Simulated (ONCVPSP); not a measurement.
# Pseudopotential generation for Ni: ONCV, PBE

Task: generate the file, and judge it by its errors in other configurations, its logarithmic derivatives, its ghosts and its cutoff.

Program: ONCVPSP 4.0.1.1 (patched build). Reference atom: PBE, scalar-relativistic, spherical and spin-unpolarised. All values are calculated.

### Step 1. The design

Typed settings, in words:

| Property | Result |
| --- | --- |
| element | nickel (Ni, Z = 28) |
| type | optimised norm-conserving Vanderbilt (ONCV) |
| frozen core | [Ne] |
| valence charge | 18 |
| reference configuration | 3s2 3p6 3d8 4s2 |
| partial waves | 3s+4s: rc 1.05 bohr, ncon 3, nbas 8, qcut 10.9 1/bohr, 2 projectors; 3p: rc 1.10 bohr, ncon 4, nbas 8, qcut 13.9 1/bohr, 2 projectors, debl 2.8 Ha; 3d: rc 1.20 bohr, ncon 4, nbas 9, qcut 10.5 1/bohr, 2 projectors, debl 1.5 Ha; f scattering state at 0.2 Ha: rc 1.30 bohr, ncon 5, nbas 8, qcut 7.4 1/bohr, 2 projectors, debl 0.4 Ha |
| local potential | polynomial inside 1.00 bohr (lpopt 5, dvloc0 3 Ha) |
| core correction | Teter function, parameters optimised by the program |

An earlier all-electron run gives the scale for the radii.

All-electron outer shells of the reference configuration (PBE, scalar-relativistic, ld1.x):

```tsv
shell	level (eV)	outermost node (bohr)	outermost maximum (bohr)
2p	-844.68	–	0.16
3s	-111.06	0.30	0.64
3p	-71.39	0.27	0.65
3d	-8.87	–	0.63
4s	-5.64	0.92	2.24
4p	-1.22	1.00	3.17
```

### Step 2. The generation run

File Ni.dat:

```
# ATOM AND REFERENCE CONFIGURATION
# atsym  z   nc   nv     iexc    psfile
  Ni 28.00    3    4        4      upf
#
#   n    l    f
    1    0    2.00
    2    0    2.00
    2    1    6.00
    3    0    2.00
    3    1    6.00
    3    2    8.00
    4    0    2.00
#
# PSEUDOPOTENTIAL AND OPTIMIZATION
# lmax
    3
#
#   l,   rc,      ep,       ncon, nbas, qcut
    0    1.05    0.00    3    8   10.90
    1    1.10    0.00    4    8   13.90
    2    1.20    0.00    4    9   10.50
    3    1.30    0.20    5    8    7.40
#
# LOCAL POTENTIAL
# lloc, lpopt,  rc(5),   dvloc0
    4    5    1.00    3.00
#
# VANDERBILT-KLEINMAN-BYLANDER PROJECTORs
# l, nproj, debl
    0    2    2.40
    1    2    2.80
    2    2    1.50
    3    2    0.40
#
# MODEL CORE CHARGE
# icmod, fcfact, rcfact
    4    0.70    0.00
#
# LOG DERIVATIVE ANALYSIS
# epsh1, epsh2, depsh
   -6.00    5.00    0.04
#
# OUTPUT GRID
# rlmax, drl
    6.00    0.01
#
# TEST CONFIGURATIONS
# ncnf
    4
# nvcnf
#   n    l    f
    4
    3    0    2.00
    3    1    6.00
    3    2    8.00
    4    0    1.00
#
    4
    3    0    2.00
    3    1    6.00
    3    2    8.00
    4    0    0.00
#
    4
    3    0    2.00
    3    1    6.00
    3    2    7.00
    4    0    0.00
#
    4
    3    0    2.00
    3    1    6.00
    3    2    9.00
    4    0    1.00
#
```

Run with:

```
$ oncvpsp.x < Ni.dat > Ni.out
```

What does the calculation give? Wanted: cutoffs for 1 and 0.1 mHa per electron, occupied waves; bound ghosts; GHOST(+) flags; largest miss of a reference level; largest test error; largest phase difference near zero energy, channels read; rms error of d²Exc/dn², without and with the model core.

The runs gave:

| quantity | value |
| --- | --- |
| cutoffs for 1 and 0.1 mHa per electron, occupied waves | 54 Ha and 190 Ha |
| bound ghosts | none found |
| GHOST(+) flags | f at 120 eV, f at 2105 eV |
| largest miss of a reference level | 20 meV (3p) |
| largest test error (AE − PS) | -72 meV, for 3s2 3p6 3d7 4s0 |
| largest phase difference near zero energy, channels read | 0.000 rad |
| rms error of d²Exc/dn², without and with the model core | 1.51 and 0.42 mHa |

**Reading.** By total energies transferability is fair: the largest error is 72 meV on 64.1 eV, for 3s2 3p6 3d7 4s0. That test lies far up in energy; among those under 40 eV, nearer to bonding, the largest error is 25 meV. It counts as hard, with 54 Ha needed at the looser tolerance. The tighter tolerance needs 190 Ha, and converged work needs a cutoff nearer that. At the looser tolerance the 3d wave is the slowest; 3s needs 44 Ha. It is free of bound ghosts as far as tested. Near zero energy the phases of the channels with partial waves agree within 0.001 rad. The program also flags highly localised states, GHOST(+) (f). These are tests on the free atom; a crystal test is still owed.
